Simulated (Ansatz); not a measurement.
# CH7AlBFSi: up Jacob's ladder to CCSD(T)

One table from this session's results is given with a row withheld; the runs are named, their logs left out.

Method: functionals in def2-TZVPP, the program's frozen cores in correlated methods; program: Ansatz 0.2.0, Gaussian basis.

Levels to be run: PBE-D4, r2SCAN-D4, PBE0-D4, B3LYP-D4, ωB97X-V, ωB97M-V, B2PLYP; CCSD(T)/def2-TZVPP; MP2/def2-QZVPP; extrapolation to the limit.

## Structure used throughout

An earlier PBE0-D4 in a triple-zeta def2 set relaxation fixed the geometry.

12 atoms, charge 0, spin multiplicity 1.

Atoms are counted from 1 here; the program's logs count them from 0.

Bond lengths: B1–Si2 1.856 Å, B1–Al4 2.153 Å, B1–H6 1.194 Å, B1–H7 1.231 Å, Si2–C3 1.863 Å, Si2–Al4 2.754 Å, Si2–H8 1.490 Å, C3–H9 1.094 Å, C3–H10 1.092 Å, C3–H11 1.091 Å, Al4–F5 1.653 Å, Al4–H12 1.579 Å. Angles: Si2–B1–Al4 86.4°, Si2–B1–H6 122.5°, Si2–B1–H7 118.9°, Al4–B1–H6 107.7°, Al4–B1–H7 68.7°, H6–B1–H7 118.1°, B1–Si2–C3 125.5°, B1–Si2–Al4 51.3°, B1–Si2–H8 122.9°, C3–Si2–Al4 126.0°, C3–Si2–H8 111.5°, Al4–Si2–H8 92.8°, Si2–C3–H9 109.8°, Si2–C3–H10 111.5°, Si2–C3–H11 110.5°, H9–C3–H10 107.5°, H9–C3–H11 108.4°, H10–C3–H11 109.1° and more.

Set-up of the first run:

in.yaml

```yaml
crystal:
  periodic: [false, false, false]
  atoms:
    - {symbol: B, position_ang: [-0.859446, 1.060009, 0.545186]}
    - {symbol: Si, position_ang: [0.161868, -0.478847, 0.732591]}
    - {symbol: C, position_ang: [2.018530, -0.565329, 0.612004]}
    - {symbol: Al, position_ang: [-1.560527, 0.207429, -1.303399]}
    - {symbol: F, position_ang: [-1.355146, 1.175372, -2.627715]}
    - {symbol: H, position_ang: [-0.377138, 2.123273, 0.293887]}
    - {symbol: H, position_ang: [-2.086541, 0.962045, 0.534834]}
    - {symbol: H, position_ang: [-0.438533, -1.834291, 0.881425]}
    - {symbol: H, position_ang: [2.437142, -0.883607, 1.571175]}
    - {symbol: H, position_ang: [2.337201, -1.288773, -0.141478]}
    - {symbol: H, position_ang: [2.431282, 0.413729, 0.364992]}
    - {symbol: H, position_ang: [-2.631694, -0.946308, -1.429502]}
basis:
  gaussian: {orbitals: def2-TZVPP}
hamiltonian: {xc: pbe, dispersion: d4}
output: {forces: true, orbitals: {seedname: orbitals}}
```

Launch:

```sh
$ ansatz run in.yaml --threads 4 --pin off --events-out ev --progress --plain --max-ram 10444MiB
```

Steps of the session up to this table: PBE-D4 (GGA); r2SCAN-D4 (meta-GGA); PBE0-D4 (hybrid); B3LYP-D4 (hybrid); ωB97X-V (range-separated); ωB97M-V (range-separated); B2PLYP (double hybrid); CCSD(T) in def2-TZVPP; MP2 in def2-QZVPP.

One of the session's tables, all rows but one given; the rest of the session is left out.

| method | atomisation energy (kcal/mol) |
| --- | --- |
| PBE-D4 | 983.6 |
| r2SCAN-D4 | 983.3 |
| PBE0-D4 | 973.3 |
| B3LYP-D4 | 973.3 |
| ωB97X-V | 977.7 |
| ωB97M-V | 977.1 |
| B2PLYP | 963.6 |
| HF/def2-TZVPP | 740.5 |
| MP2/def2-TZVPP | 963.0 |
| CCSD/def2-TZVPP | 940.2 |
| CCSD(T)/def2-TZVPP | 952.7 |
| MP2/CBS | 985.9 |
| CCSD(T)/CBS | ? |

**Question.** Estimate the row for CCSD(T)/CBS.

The run gave: atomisation energy (kcal/mol): 975.7. In the column «atomisation energy (kcal/mol)» it lies between B3LYP-D4 (973.3) and ωB97M-V (977.1).
